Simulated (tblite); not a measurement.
# C4H10O2S2Si: the cost of one run

Computed with tblite 0.8.0 and PySCF 2.14.0, with density-fitted response routines of our own, on a single molecule in the gas phase. Atoms are numbered from 0 throughout.

## (1) Starting geometry

19 atoms, charge 0, multiplicity 1; geometry from: force field or distance geometry start.

Bonds of the start (Å): C0–S1 1.77, S1–O2 1.50, S1–C3 1.78, C3–C4 1.51, C4–C5 1.50, C5–O6 1.39, O6–Si7 1.73, C5–S8 1.80, S8–C3 1.81, C0–H9 1.13, C0–H10 1.12, C0–H11 1.10, C3–H12 1.11, C4–H13 1.12, C4–H14 1.12, C5–H15 1.12, Si7–H16 1.46, Si7–H17 1.46, Si7–H18 1.47.

## (2) Relaxing the molecule with GFN2-xTB

Job settings and geometry (Å):

```
{"job": {"kind": "relax", "xc": "GFN2-xTB", "basis": "xTB"}, "charge": 0, "multiplicity": 1}
C     -3.768400    -0.511700    -0.233300
S     -2.403200     0.596900    -0.437400
O     -2.510600     1.743400     0.528900
C     -0.817700    -0.205400    -0.464200
C      0.343800     0.740200    -0.615300
C      1.277800     0.089100     0.358200
O      2.114600    -0.790900    -0.328300
Si     3.727100    -0.354000     0.101600
S     -0.147400    -0.670700     1.149600
H     -4.685600     0.127400    -0.052800
H     -3.581200    -1.177000     0.648300
H     -3.941100    -1.129200    -1.126100
H     -0.818100    -1.055000    -1.182300
H      0.723300     0.718800    -1.671100
H      0.146600     1.796000    -0.287700
H      1.869400     0.804200     0.979100
H      4.066600    -1.107600     1.307800
H      3.714700     1.091600     0.295500
H      4.679600    -0.696700    -0.962900
```

Started as:

```
OMP_NUM_THREADS=1 python probes_run.py task.json out
```

This one command runs all jobs of the session in turn.

**Question.** How long does this first job take on 1 thread of Intel Xeon at 2.70GHz, shared host?

About 3.1 s.
